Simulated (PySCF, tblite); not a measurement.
**C5H11AlBrN: geometry, infrared bands and NMR shifts**

What infrared bands and NMR shifts should C5H11AlBrN (`C=[C](CC)[Al]([Br])[NH]C`) show?

Programs: tblite 0.8.0 and PySCF 2.14.0, with density-fitted response routines of our own. Each step states its level of theory. These are calculated values for one molecule in the gas phase, unless marked as measured. Atoms are numbered from 0 throughout.

### 1 Starting geometry

19 atoms, charge 0, multiplicity 1; geometry from: force field or distance geometry start.

Bonds of the start (Å): C0–C1 1.33, C1–C2 1.50, C2–C3 1.52, C1–Al4 2.00, Al4–Br5 2.36, Al4–N6 1.93, N6–C7 1.46, C0–H8 1.08, C0–H9 1.09, C2–H10 1.10, C2–H11 1.12, C3–H12 1.10, C3–H13 1.11, C3–H14 1.11, N6–H15 1.04, C7–H16 1.11, C7–H17 1.11, C7–H18 1.11.

### 2 Relaxing the molecule with GFN2-xTB

Job settings and geometry (Å):

```
{"job": {"kind": "relax", "xc": "GFN2-xTB", "basis": "xTB"}, "charge": 0, "multiplicity": 1}
C     -0.414500     0.436000    -1.551600
C     -0.558900     0.371400    -0.230000
C     -1.764600     0.921100     0.470200
C     -2.885400    -0.110900     0.525400
Al     0.821000    -0.576000     0.867600
Br     0.439400    -0.948500     3.169400
N      2.413200    -1.261900     0.024300
C      3.265600    -0.172200    -0.447000
H      0.440800     0.003300    -2.052300
H     -1.185600     0.922600    -2.153600
H     -1.514400     1.243700     1.496200
H     -2.148700     1.819800    -0.072000
H     -3.187500    -0.429600    -0.479700
H     -3.765900     0.313300     1.042700
H     -2.547500    -0.999900     1.106800
H      2.104400    -1.825600    -0.787000
H      4.165000    -0.599400    -0.931100
H      2.722800     0.442600    -1.199000
H      3.590800     0.459300     0.405600
```

Run with:

```sh
OMP_NUM_THREADS=1 python probes_run.py task.json out
```

One launch serves the whole session: the jobs run in the order shown.

**Question.** This job is followed by: GFN2-xTB harmonic vibrations, gas phase; GIAO PBE0/pcSseg-1 NMR shielding, non-relativistic, gas phase. What will the session give for the following? strongest single infrared mode (GFN2-xTB); zero-point energy (GFN2-xTB); 13C shifts against TMS (PBE0/pcSseg-1); 1H shifts against TMS (PBE0/pcSseg-1, means over atoms taken as alike); 27Al shifts against AlH4- (PBE0/pcSseg-1); 79Br shifts against HBr (PBE0/pcSseg-1); 15N shifts against NH3 (PBE0/pcSseg-1); surface potential, 1st and 99th percentile.

As calculated:

| quantity | value |
| --- | --- |
| strongest single infrared mode (GFN2-xTB) | 720 cm⁻¹, 116 km/mol |
| zero-point energy (GFN2-xTB) | 93.9 kcal/mol |
| 13C shifts against TMS (PBE0/pcSseg-1) | 166.5, 136.8, 38.3, 35.3, 21.1 ppm |
| 1H shifts against TMS (PBE0/pcSseg-1, means over atoms taken as alike) | 6.38, 5.85, 3.13, 2.40, 1.92, 1.13 ppm |
| 27Al shifts against AlH4- (PBE0/pcSseg-1) | 102.1 ppm |
| 79Br shifts against HBr (PBE0/pcSseg-1) | -126 ppm |
| 15N shifts against NH3 (PBE0/pcSseg-1) | 62.5 ppm |
| surface potential, 1st and 99th percentile | -0.65 V and 1.77 V |

What this shows: Over 263 steps the energy fell by 0.676 eV; of the close pairs, Al4–N6 changed most, 1.928 to 1.783 Å. All 51 modes are real, so the xTB geometry is a minimum. The strongest single mode, at 720 cm⁻¹, is carried by Al4, N6, C7. GFN2-xTB is a fitted tight-binding method: band positions and strengths are rough. Its intensities can rank the bands wrongly. At PBE0/pcSseg-1: Shielding is most anisotropic at Br5 (span 463 ppm, paramagnetic term -379 ppm). By nearest atom (PBE0/pcSseg-1), the HOMO sits on N6 62 %; H15, H16, H17 about 7 % each and the LUMO on Al4 31 %; C0, C1 about 17 % each. Spin-orbit coupling is left out, which matters for shieldings and couplings at and beside the heavy atoms.
